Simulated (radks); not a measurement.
# Polarisabilities and dispersion coefficients of F, F⁺, F²⁺ and others

Aim: static dipole polarisabilities and C6 coefficients, each species in its NIST ground configuration. After each ground state the linear response is solved; its values go to the run's result record, not to the log. Response by self-consistent Sternheimer equations with the Hartree and adiabatic exchange-only LDA kernel, the relativistic mass of each level held fixed and spin-orbit coupling left out.

Program: radks (a radial shooting solver on a logarithmic mesh, Libxc functionals) version 1. Level of theory: scalar-relativistic Kohn-Sham, exchange-only LDA, spin-polarised, spherical densities, finite nucleus; open shells are filled with parallel spins first. These are calculated values, not measurements, unless marked.

### Step 1. What is computed

- species: F ([He] 2s2 2p5), F⁺ ([He] 2s2 2p4), F²⁺ ([He] 2s2 2p3), F³⁺ ([He] 2s2 2p2), F⁴⁺ ([He] 2s2 2p1), F⁵⁺ ([He] 2s2), F⁶⁺ ([He] 2s1)

### Step 2. F, [He] 2s2 2p5

Settings of this run:

```text
Z 9
configuration [He] 2s2 2p5
relativity scalar-relativistic
functional lda,
spin polarised
nucleus finite rms 2.8976 fm
c 137.035999084
response adiabatic LDA kernel
```

### Step 3. F⁺, [He] 2s2 2p4

Settings, as their differences from step 2:

```diff
@@ -1,3 +1,3 @@
 Z 9
-configuration [He] 2s2 2p5
+configuration [He] 2s2 2p4
 relativity scalar-relativistic
```

### Step 4. F²⁺, [He] 2s2 2p3

Settings, as their differences from step 3:

```diff
@@ -1,3 +1,3 @@
 Z 9
-configuration [He] 2s2 2p4
+configuration [He] 2s2 2p3
 relativity scalar-relativistic
```

### Step 5. F³⁺, [He] 2s2 2p2

Settings, as their differences from step 4:

```diff
@@ -1,3 +1,3 @@
 Z 9
-configuration [He] 2s2 2p3
+configuration [He] 2s2 2p2
 relativity scalar-relativistic
```

### Step 6. F⁴⁺, [He] 2s2 2p1

Settings, as their differences from step 5:

```diff
@@ -1,3 +1,3 @@
 Z 9
-configuration [He] 2s2 2p2
+configuration [He] 2s2 2p1
 relativity scalar-relativistic
```

### Step 7. F⁵⁺, [He] 2s2

Settings, as their differences from step 6:

```diff
@@ -1,3 +1,3 @@
 Z 9
-configuration [He] 2s2 2p1
+configuration [He] 2s2
 relativity scalar-relativistic
```

### Step 8. F⁶⁺, [He] 2s1

Settings, as their differences from step 7:

```diff
@@ -1,3 +1,3 @@
 Z 9
-configuration [He] 2s2
+configuration [He] 2s1
 relativity scalar-relativistic
```

Before running it: what results should come out? Wanted: for each run, species; −ε(HOMO); α; α uncoupled; C6; C8; recommended α.

**Answer**, as computed:

| species | −ε(HOMO) (eV) | α (bohr³) | α uncoupled (bohr³) | C6 (hartree bohr⁶) | C8 (hartree bohr⁸) | recommended α (bohr³) |
| --- | --- | --- | --- | --- | --- | --- |
| F | 8.860 | 4.563 | 5.337 | 12.48 | - | 3.74 |
| F⁺ | 24.150 | 1.957 | 2.416 | 3.703 | - | - |
| F²⁺ | 50.360 | 1.279 | 1.613 | 1.639 | - | - |
| F³⁺ | 73.726 | 0.9577 | 1.361 | 0.8679 | - | - |
| F⁴⁺ | 99.358 | 0.7955 | 1.309 | 0.5198 | - | - |
| F⁵⁺ | 141.74 | 0.7339 | 1.385 | 0.3637 | 0.9012 | - |
| F⁶⁺ | 171.96 | 0.5865 | 0.6896 | 0.1560 | 0.2076 | - |

**Reading.** Uncoupled leaves out the potential induced by the response; C6 and C8 are for like pairs. F is the most polarisable and F⁶⁺ the least, a factor 7.78 apart. For the pair F–F⁶⁺ the Casimir-Polder integral gives C6 = 1.377, the rule 2·Ca·Cb/(Ca·αb/αa + Cb·αa/αb) on the like-pair values 1.382. Against the recommended values (Schwerdtfeger and Nagle, 2023 table) the misses are F +22 %. C8 is given only where no p, d or f shell is open.
